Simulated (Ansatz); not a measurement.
# CH6FGeNSi: the cost of one run

The runs use Ansatz 0.2.0, Gaussian basis; functionals in def2-TZVPP, the program's frozen cores in correlated methods.

The runs, in order: PBE-D4, r2SCAN-D4, PBE0-D4, B3LYP-D4, ωB97X-V, ωB97M-V, B2PLYP; CCSD(T)/def2-TZVPP; MP2/def2-QZVPP; extrapolation to the limit.

**1. Structure used throughout**

All runs share one geometry, relaxed beforehand with PBE0-D4 in a triple-zeta def2 set.

SMILES `N[Si@H]1[GeH2][C@@H]1F`, 11 atoms, charge 0, spin multiplicity 1.

Atoms are counted from 1 here; the program's logs count them from 0.

Bond lengths: N1–Si2 1.705 Å, N1–H6 1.007 Å, N1–H7 1.006 Å, Si2–Ge3 2.340 Å, Si2–C4 1.862 Å, Si2–H8 1.481 Å, Ge3–C4 2.036 Å, Ge3–H9 1.535 Å, Ge3–H10 1.536 Å, C4–F5 1.374 Å, C4–H11 1.098 Å. Angles: Si2–N1–H6 120.2°, Si2–N1–H7 122.0°, H6–N1–H7 111.8°, N1–Si2–Ge3 138.1°, N1–Si2–C4 123.9°, N1–Si2–H8 108.7°, Ge3–Si2–C4 56.6°, Ge3–Si2–H8 106.9°, C4–Si2–H8 113.5°, Si2–Ge3–C4 49.8°, Si2–Ge3–H9 133.7°, Si2–Ge3–H10 114.4°, C4–Ge3–H9 112.7°, C4–Ge3–H10 116.8°, H9–Ge3–H10 111.4°, Si2–C4–Ge3 73.6°, Si2–C4–F5 125.9°, Si2–C4–H11 111.8° and more.

**2. PBE-D4 (GGA)**

Contents of in.yaml:

```yaml
crystal:
  periodic: [false, false, false]
  atoms:
    - {symbol: N, position_ang: [-1.703021, 1.318615, -0.374899]}
    - {symbol: Si, position_ang: [-0.680518, -0.045463, -0.340448]}
    - {symbol: Ge, position_ang: [1.605055, -0.512618, -0.517770]}
    - {symbol: C, position_ang: [0.387295, -0.508174, 1.113611]}
    - {symbol: F, position_ang: [0.154647, -1.543368, 1.987344]}
    - {symbol: H, position_ang: [-2.433913, 1.386103, -1.064538]}
    - {symbol: H, position_ang: [-1.392877, 2.225478, -0.068248]}
    - {symbol: H, position_ang: [-1.403094, -1.194724, -0.933128]}
    - {symbol: H, position_ang: [2.877380, 0.321418, -0.309710]}
    - {symbol: H, position_ang: [1.925601, -1.880305, -1.138305]}
    - {symbol: H, position_ang: [0.728846, 0.376239, 1.666590]}
basis:
  gaussian: {orbitals: def2-TZVPP}
hamiltonian: {xc: pbe, dispersion: d4}
output: {forces: true, orbitals: {seedname: orbitals}}
```

Started as:

```console
ansatz run in.yaml --threads 4 --pin off --events-out ev --progress --plain --max-ram 10444MiB
```

What time and memory should one allow on 4 threads of Arm Neoverse V1, shared host?

About 3.6 s, with a peak of 0.38 GiB.
